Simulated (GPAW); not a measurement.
Write an ASE script for GPAW 26.7.0 that does the following.

- Task: band structure
- Functional: PBEsol
- Potentials or basis: PAW data sets generated in the run's folder for this functional
- Cutoff: 800 eV
- Basis: pw
- k mesh: 6 × 6 × 4
- Occupations: fermi-dirac, width 0.05 eV
- Spin: collinear spin, ferromagnetic start
- Starting moments: [1.0, 2.0, 0.0, 0.0] μB
- Maxiter: 150
- Band path: GXMGZRAZ,XR,MA
- Band points: 80

The system is CoNiO2.

```
Ni Co O
1.0
     3.01433    0.00000    0.00000
     0.00000    3.01433    0.00000
     0.00000    0.00000    4.22229
Ni Co O
1 1 2
Cartesian
  0.0000 0.0000 0.0000
  1.5072 1.5072 2.1111
  0.0000 0.0000 2.1111
  1.5072 1.5072 0.0000
```

The cell comes from a database or a generator and needn't be the stable form of this composition.

The input as run:

run.py

```python
from ase import Atoms
from ase.dft.bandgap import bandgap
from ase.io import write
from ase.units import GPa
from gpaw import GPAW, PW, setup_paths

setup_paths.insert(0, '.')

atoms = Atoms(['Ni', 'Co', 'O', 'O'],
              cell=[[3.014333, 0.0, 0.0],
                    [0.0, 3.014333, 0.0],
                    [0.0, 0.0, 4.222285]],
              scaled_positions=[[0.0, 0.0, 0.0],
                                [0.5, 0.5, 0.5],
                                [0.0, 0.0, 0.5],
                                [0.5, 0.5, 0.0]],
              pbc=True)
atoms.set_initial_magnetic_moments([1.0, 2.0, 0.0, 0.0])

calc = GPAW(mode=PW(800),
            xc='PBEsol',
            kpts={'size': (6, 6, 4), 'gamma': True},
            occupations={'name': 'fermi-dirac', 'width': 0.05},
            nbands=35,
            convergence={'density': 1e-05, 'energy': 1e-05},
            maxiter=150,
            txt='gpaw.txt')
atoms.calc = calc
energy = atoms.get_potential_energy()
forces = atoms.get_forces()
stress = atoms.get_stress()
calc.write('gs.gpw')
write('result.traj', atoms)
print(f'Energy: {energy:.6f} eV')
print('Forces (eV/A):')
print(forces.round(4))
print('Stress (GPa):', (stress / GPa).round(3))
print('Moments:', calc.get_magnetic_moments().round(3))
print('Fermi level:', round(calc.get_fermi_level(), 4), 'eV')
print(f'Gap: {bandgap(calc)[0]:.4f} eV, direct: {bandgap(calc, direct=True)[0]:.4f} eV')

path = atoms.cell.bandpath('GXMGZRAZ,XR,MA', npoints=80, eps=1e-4)
bs_calc = calc.fixed_density(kpts=path, symmetry='off', nbands=49,
                             convergence={'bands': 'CBM+6.0', 'eigenstates': 1e-6}, txt='bands.txt')
bs = bs_calc.band_structure()
bs.write('bs.json')
print(f'Gap on the path: {bandgap(bs_calc)[0]:.4f} eV')
```

Potentials or basis: PAW data sets generated in the run's folder for this functional, pw.

Launch:

```bash
$ gpaw-setup -f PBEsol Co Ni O
$ OMP_NUM_THREADS=1 python run.py
```

Results of the run:

```json
{
 "Pressure": "-11.0 GPa",
 "Band gap along the path": "none (metal or under the smearing width)",
 "Net moment": "4.32 μB per cell",
 "Site moments": "Ni +1.28; Co +2.40; O +0.20, +0.19 μB"
}
```

Caveat: the k mesh is coarse (spacing up to 0.37 Å⁻¹), so the values aren't converged; the stock nickel data set gives pressures a few GPa off other programs; semilocal functionals often make such compounds metallic where correlation or magnetic order opens a gap, which also shifts bond lengths.

It took 3.5 min on 1 thread of Arm Neoverse V2 (shared host), peak memory 0.58 GiB.
